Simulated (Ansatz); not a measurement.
# CHGeSi (quartet): geometry optimisation

Aim: relax a generated start of CHGeSi (quartet) and see which bonds hold.

Program: Ansatz 0.2.0, Gaussian basis. Level of theory: UKS PBE0/def2-TZVP. These are calculated values, not measurements.

## Step 1: Where the work starts

4 atoms, charge 0, spin multiplicity 4.

Atoms are counted from 1 here; the program's logs count them from 0.

Bond lengths: C1–Si2 1.761 Å, C1–H4 1.081 Å, Si2–Ge3 2.255 Å. Angles: Si2–C1–H4 131.7°, C1–Si2–Ge3 170.6°.

The start was built by rule and, where that kept it together, relaxed with GFN2-xTB. Sticks and bond lists go by distance. No spin-orbit coupling is included. 

## Step 2: Relaxation

in.yaml reads:

```yaml
crystal:
  periodic: [false, false, false]
  atoms:
    - {symbol: C, position_ang: [-1.245340, -0.203339, -0.001989]}
    - {symbol: Si, position_ang: [0.510813, -0.072306, -0.000441]}
    - {symbol: Ge, position_ang: [2.756656, -0.273235, -0.001437]}
    - {symbol: H, position_ang: [-2.022129, 0.548881, 0.003867]}
basis:
  gaussian: {orbitals: def2-TZVP}
magnetization: {spin_polarized: true, initial_magnetization: 3}
hamiltonian: {xc: pbe0}
relax: {f_tol: 0.004, max_steps: 80}
```

Started as:

```
$ ansatz run in.yaml --threads 1 --pin off --events-out ev --progress --plain --max-ram 2176MiB
```

Q: Predict the outcome of this session. Wanted: energy gained; shift from the start; total energy; dipole moment; ⟨S²⟩.

As calculated:

| quantity | value |
| --- | --- |
| steps | 8 |
| energy gained | 0.168 eV |
| shift from the start (rms) | 0.251 Å |
| total energy | -65432.6324 eV |
| dipole moment | 0.52 D |
| ⟨S²⟩ | 3.789 |

What this shows: The bonds of the start are those of the end. C1–Si2 went from 1.761 to 1.685 Å. No vibrations were run, so this is a stationary point, not a proven minimum, and this spin need not be the ground state's.
